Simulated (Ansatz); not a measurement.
# BH₄NOTe: small, medium and large basis sets

The task here is to estimate one member of a computed series from the others.

Computed with Ansatz 0.2.0, Gaussian basis. Level: one geometry, several basis sets.

Levels to be run: PBE0-D4/def2-SVP; ωB97M-V/def2-SVP; PBE0-D4/def2-QZVPP; ωB97M-V/def2-QZVPP; the functionals' def2-TZVPP values are taken from earlier runs.

## Structure used throughout

All runs share one geometry, relaxed beforehand with PBE0-D4 in a triple-zeta def2 set. Te takes the def2 core potential; no spin-orbit term is included.

8 atoms, charge 0, spin multiplicity 1.

Atoms are counted from 1 here; the program's logs count them from 0.

Bond lengths: N1–B2 1.402 Å, N1–H5 1.007 Å, N1–H6 1.003 Å, B2–O3 1.365 Å, B2–Te4 2.189 Å, O3–H7 0.960 Å, Te4–H8 1.658 Å. Angles: B2–N1–H5 123.4°, B2–N1–H6 122.8°, H5–N1–H6 113.7°, N1–B2–O3 124.5°, N1–B2–Te4 121.9°, O3–B2–Te4 113.6°, B2–O3–H7 114.7°, B2–Te4–H8 93.6°.

The first run:

in.yaml reads:

```yaml
crystal:
  periodic: [false, false, false]
  atoms:
    - {symbol: N, position_ang: [-0.284655, 0.953714, -0.109776]}
    - {symbol: B, position_ang: [0.381740, -0.267672, 0.058691]}
    - {symbol: O, position_ang: [1.728516, -0.394100, 0.242956]}
    - {symbol: Te, position_ang: [-0.685665, -2.178689, 0.046846]}
    - {symbol: H, position_ang: [0.182431, 1.845335, -0.108169]}
    - {symbol: H, position_ang: [-1.276758, 1.017693, -0.243757]}
    - {symbol: H, position_ang: [2.211703, 0.435946, 0.250381]}
    - {symbol: H, position_ang: [-2.165209, -1.469328, -0.192971]}
basis:
  gaussian: {orbitals: def2-SVP}
hamiltonian: {xc: pbe0, dispersion: d4}
output: {orbitals: {seedname: orbitals}}
```

Run with:

```
$ ansatz run in.yaml --threads 2 --pin off --events-out ev --progress --plain --max-ram 4352MiB
```

Steps of the session up to this table: PBE0-D4 in def2-SVP; ωB97M-V in def2-SVP; PBE0-D4 in def2-QZVPP; ωB97M-V in def2-QZVPP.

One table of the session follows, with a row left open; its other results are not shown here.

It belongs to the step «Density functionals: the series». 

| functional | basis | HOMO (eV) | LUMO (eV) |
| --- | --- | --- | --- |
| PBE0-D4 | def2-SVP | -5.91 | 0.16 |
| PBE0-D4 | def2-TZVPP | -6.11 | -0.11 |
| PBE0-D4 | def2-QZVPP | -6.14 | -0.25 |
| ωB97M-V | def2-SVP | -7.95 | 2.11 |
| ωB97M-V | def2-TZVPP | -8.18 | 1.57 |
| ωB97M-V | def2-QZVPP | ? | ? |

Q: Estimate the row for ωB97M-V, def2-QZVPP from the others.

The run gave: HOMO (eV): -8.21; LUMO (eV): 1.08. In the column «HOMO (eV)» it is the lowest.
